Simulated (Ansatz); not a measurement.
**GaSb₃: a line through an energy map**

Aim: follow the energy of GaSb₃ (Fm-3m, No. 225; 4 atoms in the cell) along one coordinate, equal normal strain along x and y, with the other held at amplitude of mode 4 (85 cm⁻¹) = −0.090 Å.

Program: Ansatz 0.2.0. Level of theory: DFT PBE+D3(BJ), scalar-relativistic, plane waves, PAW. These are calculated values, not measurements.

## 1. The system as given

The structure is cubic, space group Fm-3m (No. 225). Conventional cell: a = 7.296 Å, b = 7.296 Å, c = 7.296 Å, α = 90.00°, β = 90.00°, γ = 90.00°. Around Ga (site symmetry m-3m) lie 8 Sb at 3.16 Å. Sb (site symmetry -43m) has 4 Ga at 3.16 Å and 4 Sb at 3.16 Å in its first shell of neighbours. Sb (site symmetry m-3m) has 8 Sb at 3.16 Å in its first shell of neighbours.

Coordinates:

```
CELL_PARAMETERS angstrom
0.00000 3.64813 3.64813
3.64813 0.00000 3.64813
3.64813 3.64813 0.00000
ATOMIC_POSITIONS crystal
Ga 0.00000 0.00000 0.00000
Sb 0.25000 0.25000 0.25000
Sb 0.75000 0.75000 0.75000
Sb 0.50000 0.50000 0.50000
```

It goes back to an entry of the Materials Project, which need not be the stable form.

It is the result of an earlier relaxation at this level (volume 24.28 Å³/atom; gap on the mesh: none (metal)).

## 2. Plan of the line

The energy is mapped over a normal mode and a strain (zone-centre modes of the cell shown) (x along [1 0 0], y along [0 1 0], z along [0 0 1] of the conventional cell).

- amplitude of mode 4 (85 cm⁻¹), largest displacement in the unstrained cell: 7 values from −0.135 to 0.135 Å
- equal normal strain along x and y: 7 values from −4.00 to 4.00 %

Nothing else is relaxed (the pattern is fixed in fractional coordinates). Energies count from the relaxed high-symmetry cell. Points are written as (first, second).

The modes come from a phonon run on the reference cell, made beforehand.

The patterns, per unit of each coordinate (Å):

```
atom      x1     y1     z1
 Ga1   0.000  0.000  0.000
 Sb2   1.000  0.000  0.000
 Sb3  -1.000  0.000  0.000
 Sb4   0.000  0.000  0.000
```

## 3. The run at (−0.090 Å, −4.00 %)

input.yaml

```yaml
crystal:
  lattice:
    - [0.0, 3.5022027149, 3.648127828]
    - [3.5022027149, 0.0, 3.648127828]
    - [3.5022027149, 3.5022027149, 0.0]
  atoms:
    - { symbol: Ga, position: [0.0, 0.0, 0.0] }
    - { symbol: Sb, position: [0.2623350941, 0.2376649059, 0.2376649059] }
    - { symbol: Sb, position: [0.7376649059, 0.7623350941, 0.7623350941] }
    - { symbol: Sb, position: [0.5, 0.5, 0.5] }
basis:
  ecutwfc: 420
kpoints:
  mp_grid: { grid: [10, 10, 10] }
hamiltonian:
  xc: pbe
  pseudopotentials: { kind: paw, azcp: { folder: soft_1 } }
  dispersion: d3bj
scf:
  occupations: { method: gaussian, width: 0.15 }
output:
  forces: true
  stress: true
  eigenvalues: true
```

The run is started by

```
ansatz run input.yaml --threads 2 --pin off --max-ram 4096MiB --backend cpu --events-out ev --progress --plain --runs-dir out
```

What it wrote (excerpt; [...] marks lines left out):

```text
Warning: RAYON_NUM_THREADS=2 ignored (pool sized by the plan → 2); use --threads N
[...]
Pseudopotentials: kind: paw
Pseudopotential: Ga, paw, valence charge 13, recommended cutoff 420 eV (normal), <dir>
Pseudopotential: Sb, paw, valence charge 15, recommended cutoff 420 eV (normal), <dir>
Functional definition: PBE
[...]
Crystal: 4 atoms, lattice volume = 89.492 Å³
Basis set: ecut = 420 eV, 1753 PW (Γ), exchange–correlation on 72×72×72 points (8 copies of the dense FFT grid, shifted against one another)
Bands: 35, of which v1, the nominal top of the filled ones, is band 29 counted from 1 (28 counted from 0)
Symmetry: 4 space group operations
Space group: C2/m (ITA 12), of the structure as read, at distance tolerance 4.5e-5 Å
k-points: 282 of 1000
[...]
SCF iter   1: F=—  HF=-23237.826822 eV  |F-HF|=—  |Δ(HF+E_count)|=         —  Δρ=2.01e-2  dr2=5.69e-1  ethr=3.10e-3  ⟨swp⟩=8.1  Hψ=42910  notcnv=0
[...]
SCF iter   8: F=-23237.636981 eV  HF=-23237.636981 eV  |F-HF|=5.00e-9  |Δ(HF+E_count)|=   3.68e-7  Δρ=5.55e-6  dr2=2.80e-8  ethr=1.72e-10  ⟨swp⟩=10.0  Hψ=47337  notcnv=0
[...]
SCF converged after 8 iterations
Free energy (F): -23237.636981 eV
[...]
E sigma→0 (E₀):  -23237.627344 eV
Entropy (-TS):   -0.019275 eV (-4.819 meV/atom)
Fermi energy:    13.243060 eV
[...]
--- Forces (eV/Å), atoms counted from 1 ---
  atom   1  Ga     0.00000000     0.00000000     0.00000000
  atom   2  Sb     0.48233777     0.00000000     0.00000000
  atom   3  Sb    -0.48233777     0.00000000     0.00000000
  atom   4  Sb     0.00000000     0.00000000     0.00000000
[...]
--- Stress (GPa, compression-positive) ---
        7.510700       0.000000       0.000000
        0.000000       7.266503      -0.804501
        0.000000      -0.804501       5.007934
  P = ⅓ Tr σ = 6.5950 GPa (65.950 kbar)
--- Band table (eV; the first three rows and the last of 282) ---
[...]
```

Wall time 47 s (2 threads of Arm Neoverse N1, shared host); peak memory 0.8 GiB.

On the map this point reads 197 meV.

## 4. Grid point (−0.090 Å, −2.67 %)

input.yaml, as its differences from that of step 3:

```diff
@@ -2,5 +2,5 @@
   lattice:
-    - [0.0, 3.5022027149, 3.648127828]
-    - [3.5022027149, 0.0, 3.648127828]
-    - [3.5022027149, 3.5022027149, 0.0]
+    - [0.0, 3.550722815, 3.648127828]
+    - [3.550722815, 0.0, 3.648127828]
+    - [3.550722815, 3.550722815, 0.0]
   atoms:
```

The run is started by

```
ansatz run input.yaml --threads 2 --pin off --max-ram 4096MiB --backend cpu --events-out ev --progress --plain --runs-dir out
```

What it wrote (excerpt; [...] marks lines left out):

```text
[...]
SCF converged after 8 iterations
Free energy (F): -23237.730808 eV
[...]
E sigma→0 (E₀):  -23237.721373 eV
Entropy (-TS):   -0.018872 eV (-4.718 meV/atom)
Fermi energy:    12.769535 eV
[...]
--- Forces (eV/Å), atoms counted from 1 ---
  atom   1  Ga     0.00000000     0.00000000     0.00000000
  atom   2  Sb     0.42260282     0.00000000     0.00000000
  atom   3  Sb    -0.42260282     0.00000000     0.00000000
  atom   4  Sb     0.00000000     0.00000000     0.00000000
[...]
--- Stress (GPa, compression-positive) ---
        4.817009       0.000000       0.000000
        0.000000       4.605313      -0.733206
        0.000000      -0.733206       3.097546
  P = ⅓ Tr σ = 4.1733 GPa (41.733 kbar)
--- Band table (eV; the first three rows and the last of 282) ---
[...]
```

It took 48 s on 2 threads of Arm Neoverse N1, shared host; peak memory 0.81 GiB.

On the map this point reads 103 meV.

## 5. Grid point (−0.090 Å, −1.33 %)

input.yaml, as its differences from that of step 4:

```diff
@@ -2,5 +2,5 @@
   lattice:
-    - [0.0, 3.550722815, 3.648127828]
-    - [3.550722815, 0.0, 3.648127828]
-    - [3.550722815, 3.550722815, 0.0]
+    - [0.0, 3.5996077279, 3.648127828]
+    - [3.5996077279, 0.0, 3.648127828]
+    - [3.5996077279, 3.5996077279, 0.0]
   atoms:
```

The run is started by

```
ansatz run input.yaml --threads 2 --pin off --max-ram 4096MiB --backend cpu --events-out ev --progress --plain --runs-dir out
```

What it wrote (excerpt; [...] marks lines left out):

```text
[...]
SCF converged after 8 iterations
Free energy (F): -23237.786307 eV
[...]
E sigma→0 (E₀):  -23237.776677 eV
Entropy (-TS):   -0.019260 eV (-4.815 meV/atom)
Fermi energy:    12.315371 eV
[...]
--- Forces (eV/Å), atoms counted from 1 ---
  atom   1  Ga     0.00000000     0.00000000     0.00000000
  atom   2  Sb     0.36399603     0.00000000    -0.00000000
  atom   3  Sb    -0.36399603     0.00000000     0.00000000
  atom   4  Sb     0.00000000     0.00000000    -0.00000000
[...]
--- Stress (GPa, compression-positive) ---
        2.404597       0.000000      -0.000000
        0.000000       2.233858      -0.665667
       -0.000000      -0.665667       1.549593
  P = ⅓ Tr σ = 2.0627 GPa (20.627 kbar)
--- Band table (eV; the first three rows and the last of 282) ---
[...]
```

Wall time 50 s (2 threads of Arm Neoverse N1, shared host); peak memory 0.82 GiB.

On the map this point reads 47 meV.

## 6. The run at (−0.090 Å, 0.00 %)

input.yaml, as its differences from that of step 5:

```diff
@@ -2,5 +2,5 @@
   lattice:
-    - [0.0, 3.5996077279, 3.648127828]
-    - [3.5996077279, 0.0, 3.648127828]
-    - [3.5996077279, 3.5996077279, 0.0]
+    - [0.0, 3.648127828, 3.648127828]
+    - [3.648127828, 0.0, 3.648127828]
+    - [3.648127828, 3.648127828, 0.0]
   atoms:
```

The run is started by

```
ansatz run input.yaml --threads 2 --pin off --max-ram 4096MiB --backend cpu --events-out ev --progress --plain --runs-dir out
```

What it wrote (excerpt; [...] marks lines left out):

```text
Warning: RAYON_NUM_THREADS=2 ignored (pool sized by the plan → 2); use --threads N
[...]
Pseudopotentials: kind: paw
Pseudopotential: Ga, paw, valence charge 13, recommended cutoff 420 eV (normal), <dir>
Pseudopotential: Sb, paw, valence charge 15, recommended cutoff 420 eV (normal), <dir>
Functional definition: PBE
[...]
Crystal: 4 atoms, lattice volume = 97.105 Å³
Basis set: ecut = 420 eV, 1917 PW (Γ), exchange–correlation on 72×72×72 points (8 copies of the dense FFT grid, shifted against one another)
Bands: 35, of which v1, the nominal top of the filled ones, is band 29 counted from 1 (28 counted from 0)
Symmetry: 8 space group operations
Space group: Immm (ITA 71), of the structure as read, at distance tolerance 4.6e-5 Å
k-points: 171 of 1000
[...]
SCF iter   1: F=—  HF=-23237.997192 eV  |F-HF|=—  |Δ(HF+E_count)|=         —  Δρ=1.90e-2  dr2=5.75e-1  ethr=3.10e-3  ⟨swp⟩=8.2  Hψ=25878  notcnv=0
[...]
SCF iter   8: F=-23237.806671 eV  HF=-23237.806671 eV  |F-HF|=1.26e-8  |Δ(HF+E_count)|=   8.50e-8  Δρ=5.29e-6  dr2=3.27e-8  ethr=1.72e-10  ⟨swp⟩=10.1  Hψ=30161  notcnv=0
[...]
SCF converged after 8 iterations
Free energy (F): -23237.806671 eV
[...]
E sigma→0 (E₀):  -23237.796182 eV
Entropy (-TS):   -0.020978 eV (-5.244 meV/atom)
Fermi energy:    11.886497 eV
[...]
--- Forces (eV/Å), atoms counted from 1 ---
  atom   1  Ga     0.00000000    -0.00000000     0.00000000
  atom   2  Sb     0.30804311     0.00000000    -0.00000000
  atom   3  Sb    -0.30804311    -0.00000000     0.00000000
  atom   4  Sb     0.00000000     0.00000000     0.00000000
[...]
--- Stress (GPa, compression-positive) ---
        0.352163       0.000000      -0.000000
        0.000000       0.230641      -0.627126
       -0.000000      -0.627126       0.230641
  P = ⅓ Tr σ = 0.2711 GPa (2.711 kbar)
--- Band table (eV; the first three rows and the last of 171) ---
[...]
```

Run time: 30 s. Hardware: 2 threads of Arm Neoverse N1, shared host; peak memory 0.64 GiB.

That is 27 meV from the zero.

## 7. Variant: dr2_threshold 1.0e-11, ecutwfc left out

input.yaml, as its differences from that of step 6:

```diff
@@ -10,4 +10,2 @@
     - { symbol: Sb, position: [0.5, 0.5, 0.5] }
-basis:
-  ecutwfc: 420
 kpoints:
@@ -20,5 +18,6 @@
   occupations: { method: gaussian, width: 0.15 }
+  convergence: { dr2_threshold: 1.0e-11 }
 output:
   forces: true
+  eigenvalues: true
   stress: true
-  eigenvalues: true
```

The run is started by

```
ansatz run input.yaml --threads 2 --pin off --max-ram 4096MiB --backend cpu --events-out ev --progress --plain --runs-dir out
```

What it wrote (excerpt; [...] marks lines left out):

```text
Warning: RAYON_NUM_THREADS=2 ignored (pool sized by the plan → 2); use --threads N
[...]
Pseudopotentials: kind: paw
Pseudopotential: Ga, paw, valence charge 13, recommended cutoff 420 eV (normal), <dir>
Pseudopotential: Sb, paw, valence charge 15, recommended cutoff 420 eV (normal), <dir>
Functional definition: PBE
[...]
Crystal: 4 atoms, lattice volume = 97.105 Å³
Basis set: ecut = 420 eV, 1917 PW (Γ), exchange–correlation on 72×72×72 points (8 copies of the dense FFT grid, shifted against one another)
Bands: 35, of which v1, the nominal top of the filled ones, is band 29 counted from 1 (28 counted from 0)
Symmetry: 8 space group operations
Space group: Immm (ITA 71), of the structure as read, at distance tolerance 4.6e-5 Å
k-points: 171 of 1000
[...]
SCF iter   1: F=—  HF=-23237.997192 eV  |F-HF|=—  |Δ(HF+E_count)|=         —  Δρ=1.90e-2  dr2=5.75e-1  ethr=3.10e-3  ⟨swp⟩=8.2  Hψ=25878  notcnv=0
[...]
SCF iter  13: F=-23237.806671 eV  HF=-23237.806671 eV  |F-HF|=3.64e-12  |Δ(HF+E_count)|=  3.64e-12  Δρ=2.31e-8  dr2=5.74e-13  ethr=1.00e-12  ⟨swp⟩=5.1  Hψ=21858  notcnv=0
[...]
SCF converged after 13 iterations
Free energy (F): -23237.806671 eV
[...]
E sigma→0 (E₀):  -23237.796182 eV
Entropy (-TS):   -0.020978 eV (-5.244 meV/atom)
Fermi energy:    11.886477 eV
[...]
--- Forces (eV/Å), atoms counted from 1 ---
  atom   1  Ga     0.00000000    -0.00000000    -0.00000000
  atom   2  Sb     0.30805456     0.00000000    -0.00000000
  atom   3  Sb    -0.30805456    -0.00000000     0.00000000
  atom   4  Sb     0.00000000     0.00000000     0.00000000
[...]
--- Stress (GPa, compression-positive) ---
        0.352158       0.000000      -0.000000
        0.000000       0.230631      -0.627085
       -0.000000      -0.627085       0.230631
  P = ⅓ Tr σ = 0.2711 GPa (2.711 kbar)
--- Band table (eV; the first three rows and the last of 171) ---
[...]
```

Run time: 45 s. Hardware: 2 threads of Arm Neoverse N1, shared host; peak memory 0.64 GiB.

```
    run     ending  energy change  pressure (GPa)  gap (eV)  force (eV/Å)  cycles  time
 step 6  converged              0             0.3      0.00          0.31       8  30 s
variant  converged   0.0 meV/atom             0.3      0.00          0.31      13  45 s
```

With the changed convergence setting the energy agrees within 0.5 meV/atom. Cost: 13 SCF cycles against 8, 45 s against 30 s.

## 8. Grid point (−0.090 Å, 1.33 %)

input.yaml, as its differences from that of step 6:

```diff
@@ -2,5 +2,5 @@
   lattice:
-    - [0.0, 3.648127828, 3.648127828]
-    - [3.648127828, 0.0, 3.648127828]
-    - [3.648127828, 3.648127828, 0.0]
+    - [0.0, 3.6966479281, 3.648127828]
+    - [3.6966479281, 0.0, 3.648127828]
+    - [3.6966479281, 3.6966479281, 0.0]
   atoms:
```

The run is started by

```
ansatz run input.yaml --threads 2 --pin off --max-ram 4096MiB --backend cpu --events-out ev --progress --plain --runs-dir out
```

What it wrote (excerpt; [...] marks lines left out):

```text
Warning: RAYON_NUM_THREADS=2 ignored (pool sized by the plan → 2); use --threads N
[...]
Pseudopotentials: kind: paw
Pseudopotential: Ga, paw, valence charge 13, recommended cutoff 420 eV (normal), <dir>
Pseudopotential: Sb, paw, valence charge 15, recommended cutoff 420 eV (normal), <dir>
Functional definition: PBE
[...]
Crystal: 4 atoms, lattice volume = 99.705 Å³
Basis set: ecut = 420 eV, 1949 PW (Γ), exchange–correlation on 72×72×72 points (8 copies of the dense FFT grid, shifted against one another)
Bands: 35, of which v1, the nominal top of the filled ones, is band 29 counted from 1 (28 counted from 0)
Symmetry: 4 space group operations
Space group: C2/m (ITA 12), of the structure as read, at distance tolerance 4.6e-5 Å
k-points: 282 of 1000
[...]
SCF iter   1: F=—  HF=-23237.987545 eV  |F-HF|=—  |Δ(HF+E_count)|=         —  Δρ=1.86e-2  dr2=5.76e-1  ethr=3.10e-3  ⟨swp⟩=8.1  Hψ=42516  notcnv=0
[...]
SCF iter   8: F=-23237.797424 eV  HF=-23237.797424 eV  |F-HF|=1.56e-8  |Δ(HF+E_count)|=   3.33e-8  Δρ=5.42e-6  dr2=3.65e-8  ethr=1.72e-10  ⟨swp⟩=10.2  Hψ=49979  notcnv=0
[...]
SCF converged after 8 iterations
Free energy (F): -23237.797424 eV
[...]
E sigma→0 (E₀):  -23237.786017 eV
Entropy (-TS):   -0.022814 eV (-5.704 meV/atom)
Fermi energy:    11.477899 eV
[...]
--- Forces (eV/Å), atoms counted from 1 ---
  atom   1  Ga     0.00000000     0.00000000     0.00000000
  atom   2  Sb     0.25527393     0.00000000     0.00000000
  atom   3  Sb    -0.25527393     0.00000000     0.00000000
  atom   4  Sb     0.00000000     0.00000000     0.00000000
[...]
--- Stress (GPa, compression-positive) ---
       -1.324295       0.000000       0.000000
        0.000000      -1.422735      -0.605923
        0.000000      -0.605923      -1.023662
  P = ⅓ Tr σ = -1.2569 GPa (-12.569 kbar)
--- Band table (eV; the first three rows and the last of 282) ---
[...]
```

Wall time 51 s (2 threads of Arm Neoverse N1, shared host); peak memory 0.85 GiB.

On the map this point reads 36 meV.

## 9. Point (−0.090 Å, 2.67 %)

input.yaml, as its differences from that of step 8:

```diff
@@ -2,5 +2,5 @@
   lattice:
-    - [0.0, 3.6966479281, 3.648127828]
-    - [3.6966479281, 0.0, 3.648127828]
-    - [3.6966479281, 3.6966479281, 0.0]
+    - [0.0, 3.745532841, 3.648127828]
+    - [3.745532841, 0.0, 3.648127828]
+    - [3.745532841, 3.745532841, 0.0]
   atoms:
```

The run is started by

```
ansatz run input.yaml --threads 2 --pin off --max-ram 4096MiB --backend cpu --events-out ev --progress --plain --runs-dir out
```

What it wrote (excerpt; [...] marks lines left out):

```text
[...]
SCF converged after 8 iterations
Free energy (F): -23237.762826 eV
[...]
E sigma→0 (E₀):  -23237.750489 eV
Entropy (-TS):   -0.024674 eV (-6.169 meV/atom)
Fermi energy:    11.083330 eV
[...]
--- Forces (eV/Å), atoms counted from 1 ---
  atom   1  Ga     0.00000000     0.00000000     0.00000000
  atom   2  Sb     0.20699290     0.00000000    -0.00000000
  atom   3  Sb    -0.20699290     0.00000000     0.00000000
  atom   4  Sb     0.00000000     0.00000000    -0.00000000
[...]
--- Stress (GPa, compression-positive) ---
       -2.702508       0.000000      -0.000000
        0.000000      -2.805300      -0.570756
       -0.000000      -0.570756      -2.240571
  P = ⅓ Tr σ = -2.5828 GPa (-25.828 kbar)
--- Band table (eV; the first three rows and the last of 282) ---
[...]
```

Wall time 54 s (2 threads of Arm Neoverse N1, shared host); peak memory 0.86 GiB.

That is 71 meV from the zero.

## 10. The run at (−0.090 Å, 4.00 %)

input.yaml, as its differences from that of step 9:

```diff
@@ -2,5 +2,5 @@
   lattice:
-    - [0.0, 3.745532841, 3.648127828]
-    - [3.745532841, 0.0, 3.648127828]
-    - [3.745532841, 3.745532841, 0.0]
+    - [0.0, 3.7940529411, 3.648127828]
+    - [3.7940529411, 0.0, 3.648127828]
+    - [3.7940529411, 3.7940529411, 0.0]
   atoms:
```

The run is started by

```
ansatz run input.yaml --threads 2 --pin off --max-ram 4096MiB --backend cpu --events-out ev --progress --plain --runs-dir out
```

What it wrote (excerpt; [...] marks lines left out):

```text
Warning: RAYON_NUM_THREADS=2 ignored (pool sized by the plan → 2); use --threads N
[...]
Pseudopotentials: kind: paw
Pseudopotential: Ga, paw, valence charge 13, recommended cutoff 420 eV (normal), <dir>
Pseudopotential: Sb, paw, valence charge 15, recommended cutoff 420 eV (normal), <dir>
Functional definition: PBE
[...]
Crystal: 4 atoms, lattice volume = 105.028 Å³
Basis set: ecut = 420 eV, 2053 PW (Γ), exchange–correlation on 72×72×72 points (8 copies of the dense FFT grid, shifted against one another)
Bands: 35, of which v1, the nominal top of the filled ones, is band 29 counted from 1 (28 counted from 0)
Symmetry: 4 space group operations
Space group: C2/m (ITA 12), of the structure as read, at distance tolerance 4.7e-5 Å
k-points: 282 of 1000
[...]
SCF iter   1: F=—  HF=-23237.895547 eV  |F-HF|=—  |Δ(HF+E_count)|=         —  Δρ=1.79e-2  dr2=5.75e-1  ethr=3.10e-3  ⟨swp⟩=8.0  Hψ=42257  notcnv=0
[...]
SCF iter   8: F=-23237.707307 eV  HF=-23237.707307 eV  |F-HF|=1.61e-8  |Δ(HF+E_count)|=   9.60e-8  Δρ=5.90e-6  dr2=4.34e-8  ethr=1.72e-10  ⟨swp⟩=7.7  Hψ=51689  notcnv=0
[...]
SCF converged after 8 iterations
Free energy (F): -23237.707307 eV
[...]
E sigma→0 (E₀):  -23237.694073 eV
Entropy (-TS):   -0.026467 eV (-6.617 meV/atom)
Fermi energy:    10.702385 eV
[...]
--- Forces (eV/Å), atoms counted from 1 ---
  atom   1  Ga     0.00000000     0.00000000     0.00000000
  atom   2  Sb     0.16429957     0.00000000     0.00000000
  atom   3  Sb    -0.16429957     0.00000000     0.00000000
  atom   4  Sb     0.00000000     0.00000000     0.00000000
[...]
--- Stress (GPa, compression-positive) ---
       -3.821305       0.000000       0.000000
        0.000000      -3.922821      -0.523506
        0.000000      -0.523506      -3.372011
  P = ⅓ Tr σ = -3.7054 GPa (-37.054 kbar)
--- Band table (eV; the first three rows and the last of 282) ---
[...]
```

It took 52 s on 2 threads of Arm Neoverse N1, shared host; peak memory 0.88 GiB.

That is 126 meV from the zero.

## 11. The same system, input altered

input.yaml, as its differences from that of step 10:

```diff
@@ -12,2 +12,3 @@
   ecutwfc: 420
+  ecutrho_ratio: 0
 kpoints:
@@ -20,5 +21,6 @@
   occupations: { method: gaussian, width: 0.15 }
+  max_iter: 100
 output:
   forces: true
+  eigenvalues: true
   stress: true
-  eigenvalues: true
```

The run is started by

```
ansatz run input.yaml --threads 2 --pin off --max-ram 4096MiB --backend cpu --events-out ev --progress --plain --runs-dir out
```

What it wrote:

```text
Error: invalid value for `basis.ecutrho_ratio`: must be in [1, 1024]; got 0
```

Run time: 0.07 s. Hardware: 2 threads of Arm Neoverse N1, shared host; peak memory 0.06 GiB.

## 12. Diagnosis

The program refused the input before any cycle. The line that matters: «invalid value for `basis.ecutrho_ratio`: must be in [1, 1024]; got 0»

The suspect setting: basis.ecutrho_ratio is 0. The number typed is not permitted for that setting.

What to do: delete basis.ecutrho_ratio (the default then holds).

## 13. What came out

| equal normal strain along x and y (%) | step | energy (meV) | slope (meV per %) | pressure (GPa) | largest force on an atom (eV/Å) |
| --- | --- | --- | --- | --- | --- |
| −4.00 | 3 | 197 | −86 | 6.6 | 0.48 |
| −2.67 | 4 | 103 | −56 | 4.2 | 0.42 |
| −1.33 | 5 | 47 | −28 | 2.1 | 0.36 |
| 0.00 | 6 | 27 | −4 | 0.3 | 0.31 |
| 1.33 | 8 | 36 | 17 | −1.3 | 0.26 |
| 2.67 | 9 | 71 | 34 | −2.6 | 0.21 |
| 4.00 | 10 | 126 | 49 | −3.7 | 0.16 |

Energies count from the relaxed high-symmetry cell. Slopes come from the forces (and the stress, where the cell changes), not from differences of energies.

```
                                                                      run       outcome
step 7, run with dr2_threshold 1.0e-11, ecutwfc left out (against step 6)  0.0 meV/atom
                      step 11, run with ecutrho_ratio 0 (against step 10)       refused
```

What this shows: The lowest point computed on the line is at 0.00 %, 27 meV from the zero. Energies and slopes round the minimum, fitted together, put the minimum at 0.213 %, with a curvature of about 16 meV per %². The well is lopsided: two grid steps out, the energy rises by 76 meV towards smaller values and 44 meV towards larger ones. The highest point computed, at −4.00 %, lies 170 meV above the lowest. This is one cut through a surface in two coordinates; the map's lowest point lies off it. The runs treat Sb without spin-orbit coupling.
